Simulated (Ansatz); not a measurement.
**C₈H₁₂O₈Si: basis-set convergence**

How large a basis does C₈H₁₂O₈Si need? Two functionals are run in growing sets.

Method: one geometry, several basis sets; program: Ansatz 0.2.0, Gaussian basis.

Levels to be run: PBE0-D4/def2-SVP; ωB97M-V/def2-SVP; PBE0-D4/def2-QZVPP; ωB97M-V/def2-QZVPP; the functionals' def2-TZVPP values are taken from earlier runs.

### 1 The relaxed structure

An earlier PBE0-D4 in a triple-zeta def2 set relaxation fixed the geometry.

SMILES `CC(=O)O[Si](OC(C)=O)(OC(C)=O)OC(C)=O`, 29 atoms, charge 0, spin multiplicity 1.

Atoms are counted from 1 here; the program's logs count them from 0.

Bond lengths: C1–C2 1.491 Å, C1–H18 1.087 Å, C1–H19 1.091 Å, C1–H20 1.092 Å, C2–O3 1.198 Å, C2–O4 1.354 Å, O4–Si5 1.641 Å, Si5–O6 1.641 Å, Si5–O10 1.641 Å, Si5–O14 1.641 Å, O6–C7 1.354 Å, C7–C8 1.491 Å, C7–O9 1.198 Å, C8–H21 1.092 Å, C8–H22 1.091 Å, C8–H23 1.087 Å, O10–C11 1.354 Å, C11–C12 1.491 Å and more. Angles: C2–C1–H18 110.0°, C2–C1–H19 109.9°, C2–C1–H20 108.7°, H18–C1–H19 110.7°, H18–C1–H20 110.2°, H19–C1–H20 107.3°, C1–C2–O3 126.2°, C1–C2–O4 111.6°, O3–C2–O4 122.2°, C2–O4–Si5 124.2°, O4–Si5–O6 107.0°, O4–Si5–O10 114.6°, O4–Si5–O14 107.0°, O6–Si5–O10 107.0°, O6–Si5–O14 114.6°, O10–Si5–O14 107.0°, Si5–O6–C7 124.2°, O6–C7–C8 111.6° and more.

### 2 PBE0-D4 in def2-SVP

in.yaml

```yaml
crystal:
  periodic: [false, false, false]
  atoms:
    - {symbol: C, position_ang: [-0.862571, 3.583583, 1.376225]}
    - {symbol: C, position_ang: [-0.409271, 2.593556, 0.357631]}
    - {symbol: O, position_ang: [-0.161209, 2.824897, -0.791375]}
    - {symbol: O, position_ang: [-0.311436, 1.348856, 0.880758]}
    - {symbol: Si, position_ang: [-0.001996, -0.000405, 0.000310]}
    - {symbol: O, position_ang: [1.602450, 0.008831, -0.342306]}
    - {symbol: C, position_ang: [2.309694, -1.088040, -0.701724]}
    - {symbol: C, position_ang: [3.769921, -0.797909, -0.783584]}
    - {symbol: O, position_ang: [1.786494, -2.145557, -0.909673]}
    - {symbol: O, position_ang: [-0.797288, -0.077523, -1.432634]}
    - {symbol: C, position_ang: [-2.092569, 0.277052, -1.603018]}
    - {symbol: C, position_ang: [-2.483414, 0.256123, -3.041732]}
    - {symbol: O, position_ang: [-2.800175, 0.572774, -0.682596]}
    - {symbol: O, position_ang: [-0.501347, -1.281585, 0.895177]}
    - {symbol: C, position_ang: [0.181949, -1.785855, 1.949367]}
    - {symbol: C, position_ang: [-0.435699, -3.046261, 2.452378]}
    - {symbol: O, position_ang: [1.163558, -1.256240, 2.386691]}
    - {symbol: H, position_ang: [-0.864290, 4.582610, 0.948561]}
    - {symbol: H, position_ang: [-0.212036, 3.540020, 2.251247]}
    - {symbol: H, position_ang: [-1.868507, 3.313264, 1.705074]}
    - {symbol: H, position_ang: [4.128225, -0.516745, 0.209222]}
    - {symbol: H, position_ang: [3.942563, 0.053184, -1.444361]}
    - {symbol: H, position_ang: [4.303714, -1.674860, -1.139919]}
    - {symbol: H, position_ang: [-3.542710, 0.476833, -3.142379]}
    - {symbol: H, position_ang: [-2.249772, -0.717570, -3.475466]}
    - {symbol: H, position_ang: [-1.891059, 1.001310, -3.577365]}
    - {symbol: H, position_ang: [0.090282, -3.389872, 3.339073]}
    - {symbol: H, position_ang: [-0.381113, -3.802161, 1.665775]}
    - {symbol: H, position_ang: [-1.491890, -2.880409, 2.670842]}
basis:
  gaussian: {orbitals: def2-SVP}
hamiltonian: {xc: pbe0, dispersion: d4}
output: {orbitals: {seedname: orbitals}}
```

After this run come: ωB97M-V in def2-SVP; PBE0-D4 in def2-QZVPP; ωB97M-V in def2-QZVPP.

Q: Predict the results of all the runs planned. Wanted: PBE0-D4: double and triple zeta above quadruple; ωB97M-V: double and triple zeta above quadruple.

As calculated:

| quantity | value |
| --- | --- |
| PBE0-D4: double and triple zeta above quadruple | 33.46, 1.62 eV |
| ωB97M-V: double and triple zeta above quadruple | 34.17, 1.52 eV |

PBE0-D4 gains 31.84 eV from double to triple zeta, then 1.62 eV more. Total energies overstate the basis error of differences, where much of it tends to cancel. The LUMO of ωB97M-V is positive and keeps falling with the basis (2.22 to 1.65 eV): an unbound level that the basis holds in place.
